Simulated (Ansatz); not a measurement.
# C₂H₉NSi: one species, many methods

The task here is to estimate one member of a computed series from the others.

Method: functionals in def2-TZVPP, the program's frozen cores in correlated methods; program: Ansatz 0.2.0, Gaussian basis.

Plan: LDA (SPW92), PBE-D4, revPBE-D4, BLYP-D4, r2SCAN-D4, B97M-V, PBE0-D4, B3LYP-D4, r2SCANh-D4, r2SCAN0-D4, HSE06-D4, BHLYP-D4, CAM-B3LYP-D4, LC-ωPBE, ωB97X-V, ωB97M-V, B2PLYP, PBE-QIDH; CCSD(T)/def2-SVP; CCSD(T)/def2-TZVPP; MP2/def2-QZVPP; extrapolation to the limit; RPA on PBE.

### The relaxed structure

All runs share one geometry, relaxed beforehand with PBE0-D4 in a triple-zeta def2 set.

SMILES `CN(C)[SiH3]`, 13 atoms, charge 0, spin multiplicity 1.

Atoms are counted from 1 here; the program's logs count them from 0.

Bond lengths: C1–N2 1.442 Å, C1–H5 1.101 Å, C1–H6 1.097 Å, C1–H7 1.092 Å, N2–C3 1.442 Å, N2–Si4 1.717 Å, C3–H8 1.097 Å, C3–H9 1.101 Å, C3–H10 1.092 Å, Si4–H11 1.497 Å, Si4–H12 1.487 Å, Si4–H13 1.487 Å. Angles: N2–C1–H5 112.8°, N2–C1–H6 110.4°, N2–C1–H7 110.5°, H5–C1–H6 107.4°, H5–C1–H7 107.9°, H6–C1–H7 107.7°, C1–N2–C3 113.7°, C1–N2–Si4 120.9°, C3–N2–Si4 120.9°, N2–C3–H8 110.4°, N2–C3–H9 112.8°, N2–C3–H10 110.5°, H8–C3–H9 107.4°, H8–C3–H10 107.7°, H9–C3–H10 107.9°, N2–Si4–H11 115.3°, N2–Si4–H12 107.9°, N2–Si4–H13 107.9° and more.

The first run:

The input, in.yaml:

```yaml
crystal:
  periodic: [false, false, false]
  atoms:
    - {symbol: C, position_ang: [-0.853399, 1.051464, -0.567418]}
    - {symbol: N, position_ang: [-0.064295, 0.101377, 0.176945]}
    - {symbol: C, position_ang: [1.257324, 0.576782, 0.503671]}
    - {symbol: Si, position_ang: [-0.404351, -1.580401, 0.101948]}
    - {symbol: H, position_ang: [-0.416110, 1.292475, -1.548479]}
    - {symbol: H, position_ang: [-0.947511, 1.991470, -0.009415]}
    - {symbol: H, position_ang: [-1.860696, 0.663664, -0.735383]}
    - {symbol: H, position_ang: [1.197400, 1.509099, 1.079020]}
    - {symbol: H, position_ang: [1.870059, 0.778322, -0.388362]}
    - {symbol: H, position_ang: [1.787117, -0.156700, 1.115698]}
    - {symbol: H, position_ang: [0.068741, -2.275320, -1.137069]}
    - {symbol: H, position_ang: [-1.879715, -1.752298, 0.167039]}
    - {symbol: H, position_ang: [0.265635, -2.234734, 1.256705]}
basis:
  gaussian: {orbitals: def2-TZVPP}
hamiltonian: {xc: lda}
output: {orbitals: {seedname: orbitals}}
```

Among the steps run: LDA; PBE-D4 (GGA); revPBE-D4 (GGA); BLYP-D4 (GGA); r2SCAN-D4 (meta-GGA); B97M-V (meta-GGA); PBE0-D4 (hybrid); B3LYP-D4 (hybrid); r2SCANh-D4 (hybrid); r2SCAN0-D4 (hybrid); HSE06-D4 (hybrid); BHLYP-D4 (hybrid); CAM-B3LYP-D4 (range-separated); LC-ωPBE-D4 (range-separated; the results give it without D4); ωB97X-V (range-separated); ωB97M-V (range-separated); B2PLYP (double hybrid); PBE-QIDH (double hybrid).

One table of the session follows, with a row left open; its other results are not shown here.

It belongs to the step «Frontier levels by functional». 

```
  functional  HOMO (eV)  LUMO (eV)  gap (eV)
 LDA (SPW92)      -5.17      -0.55      4.63
      PBE-D4      -5.09      -0.28      4.82
   revPBE-D4      -5.06      -0.15      4.90
     BLYP-D4      -4.99      -0.16      4.83
   r2SCAN-D4      -5.32       0.18      5.51
      B97M-V      -5.53      -0.16      5.37
     PBE0-D4      -6.39       0.56      6.96
    B3LYP-D4      -6.19       0.33      6.52
  r2SCANh-D4          ?          ?         ?
  r2SCAN0-D4      -6.56       0.85      7.42
    HSE06-D4      -5.99       0.19      6.18
    BHLYP-D4      -7.65       1.34      8.99
CAM-B3LYP-D4      -7.76       1.48      9.24
     LC-ωPBE      -9.08       2.69     11.77
     ωB97X-V      -8.77       2.51     11.28
     ωB97M-V      -8.69       2.16     10.85
```

Estimate the missing values for r2SCANh-D4.

Worked estimate for «HOMO (eV)». Against the share of exact exchange, r2SCAN-D4 (0, -5.32), r2SCAN0-D4 (0.25, -6.56) give a slope of -4.96 per unit share; at 0.1 the line stands at -5.82.

The run gave: HOMO (eV): -5.82; LUMO (eV): 0.46; gap (eV): 6.27. In «HOMO (eV)» the line misses by 0.00.
